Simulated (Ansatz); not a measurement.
Runs of Ansatz 0.2.0 on HfTa. It takes space group Cmmm (No. 65, orthorhombic). Conventional cell: a = 3.425 Å, b = 4.799 Å, c = 4.848 Å, α = 90.00°, β = 90.00°, γ = 90.00°. Around Ta (site symmetry mmm) lie 4 Ta at 2.95 Å and 4 Hf at 2.97 Å. Hf (site symmetry mmm) is surrounded by 4 Hf at 2.95 Å and 4 Ta at 2.97 Å. The cell comes from a database or a generator and needn't be the stable form of this composition.

| level | cutoff (eV) | gap on the mesh (eV) | pressure (GPa) |
| --- | --- | --- | --- |
| LDA | 420 | none | (b) |
| revPBE | 420 | none | 3.0 |
| PBEsol | 420 | none | -5.1 |
| RPBE | 420 | none | 3.9 |
| BLYP | 420 | none | (a) |
| PBE | 420 | none | 0.7 |
| r2SCAN | 500 | none | -0.6 |

Alike in all rows: task band structure; potentials or basis Ansatz PAW; no spin polarisation; cell as given; k mesh 6 × 6 × 3; smearing fermi-dirac 0.05 eV; the mesh is coarse, so values aren't converged.

Estimate the missing entries.

(a) 4.7; (b) -9.7.

Caveats: all runs use coarse meshes; spin-orbit coupling is left out, which moves the levels of the heavy elements; the PAW data sets come from PBE, with cores solved anew for the run's functional, which leaves a small shift of forces and pressure (some runs).

A k mesh can miss the band edges, and the runs leave out spin-orbit coupling on Hf, Ta.

A gap of «none» marks a metal or a gap under the smearing width.
